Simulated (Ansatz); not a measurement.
# ClFH₃OScSi: a ladder of functionals and wavefunction methods

The task here is to estimate one member of a computed series from the others.

Computed with Ansatz 0.2.0, Gaussian basis. Level: functionals in def2-TZVPP, the program's frozen cores in correlated methods.

The runs, in order: LDA (SPW92), PBE-D4, revPBE-D4, BLYP-D4, r2SCAN-D4, B97M-V, PBE0-D4, B3LYP-D4, r2SCANh-D4, r2SCAN0-D4, HSE06-D4, BHLYP-D4, CAM-B3LYP-D4, LC-ωPBE, ωB97X-V, ωB97M-V, B2PLYP, PBE-QIDH; CCSD(T)/def2-SVP; CCSD(T)/def2-TZVPP; MP2/def2-QZVPP; extrapolation to the limit; RPA on PBE.

### The geometry

All runs share one geometry, relaxed beforehand with PBE0-D4 in a triple-zeta def2 set.

8 atoms, charge 0, spin multiplicity 1.

Atoms are counted from 1 here; the program's logs count them from 0.

Bond lengths: F1–Sc2 1.831 Å, Sc2–Cl3 2.305 Å, Sc2–O4 1.863 Å, O4–Si5 1.639 Å, Si5–H6 1.487 Å, Si5–H7 1.486 Å, Si5–H8 1.487 Å. Angles: F1–Sc2–Cl3 121.4°, F1–Sc2–O4 117.9°, Cl3–Sc2–O4 120.7°, Sc2–O4–Si5 179.5°, O4–Si5–H6 109.8°, O4–Si5–H7 110.1°, O4–Si5–H8 109.6°, H6–Si5–H7 109.0°, H6–Si5–H8 109.1°, H7–Si5–H8 109.1°.

Set-up of the first run:

in.yaml reads:

```yaml
crystal:
  periodic: [false, false, false]
  atoms:
    - {symbol: F, position_ang: [1.569398, -0.598460, 2.759658]}
    - {symbol: Sc, position_ang: [1.319469, -0.983771, 0.986761]}
    - {symbol: Cl, position_ang: [2.552438, -2.617136, -0.074128]}
    - {symbol: O, position_ang: [0.030322, -0.012082, 0.057696]}
    - {symbol: Si, position_ang: [-1.106023, 0.852080, -0.747450]}
    - {symbol: H, position_ang: [-2.319677, 1.001272, 0.098154]}
    - {symbol: H, position_ang: [-1.475879, 0.157870, -2.008478]}
    - {symbol: H, position_ang: [-0.570048, 2.200227, -1.072223]}
basis:
  gaussian: {orbitals: def2-TZVPP}
hamiltonian: {xc: lda}
output: {orbitals: {seedname: orbitals}}
```

Launch:

```bash
ansatz run in.yaml --threads 2 --pin off --events-out ev --progress --plain --max-ram 22528MiB --backend cpu
```

Among the steps run: LDA; PBE-D4 (GGA); revPBE-D4 (GGA); BLYP-D4 (GGA); r2SCAN-D4 (meta-GGA); B97M-V (meta-GGA); PBE0-D4 (hybrid); B3LYP-D4 (hybrid); r2SCANh-D4 (hybrid); r2SCAN0-D4 (hybrid); HSE06-D4 (hybrid); BHLYP-D4 (hybrid); CAM-B3LYP-D4 (range-separated); LC-ωPBE (range-separated); ωB97X-V (range-separated); ωB97M-V (range-separated); B2PLYP (double hybrid); PBE-QIDH (double hybrid).

One table of the session follows, with a row left open; its other results are not shown here.

It belongs to the step «Frontier levels by functional». 

| functional | HOMO (eV) | LUMO (eV) | gap (eV) |
| --- | --- | --- | --- |
| LDA (SPW92) | -7.64 | -3.78 | 3.86 |
| PBE-D4 | -7.51 | -3.56 | 3.96 |
| revPBE-D4 | -7.46 | -3.42 | 4.04 |
| BLYP-D4 | -7.40 | -3.58 | 3.82 |
| r2SCAN-D4 | -7.86 | -3.26 | 4.60 |
| B97M-V | ? | ? | ? |
| PBE0-D4 | -8.93 | -2.62 | 6.31 |
| B3LYP-D4 | -8.69 | -3.02 | 5.67 |
| r2SCANh-D4 | -8.39 | -2.92 | 5.46 |
| r2SCAN0-D4 | -9.17 | -2.42 | 6.75 |
| HSE06-D4 | -8.53 | -3.00 | 5.53 |
| BHLYP-D4 | -10.25 | -1.90 | 8.35 |
| CAM-B3LYP-D4 | -10.34 | -1.80 | 8.54 |
| LC-ωPBE | -11.70 | -0.43 | 11.27 |
| ωB97X-V | -11.35 | -0.63 | 10.72 |
| ωB97M-V | -11.21 | -0.98 | 10.23 |

Estimate the missing values for B97M-V.

As computed: HOMO (eV): -7.95; LUMO (eV): -3.44; gap (eV): 4.51. In the column «HOMO (eV)» it lies between r2SCANh-D4 (-8.39) and r2SCAN-D4 (-7.86).
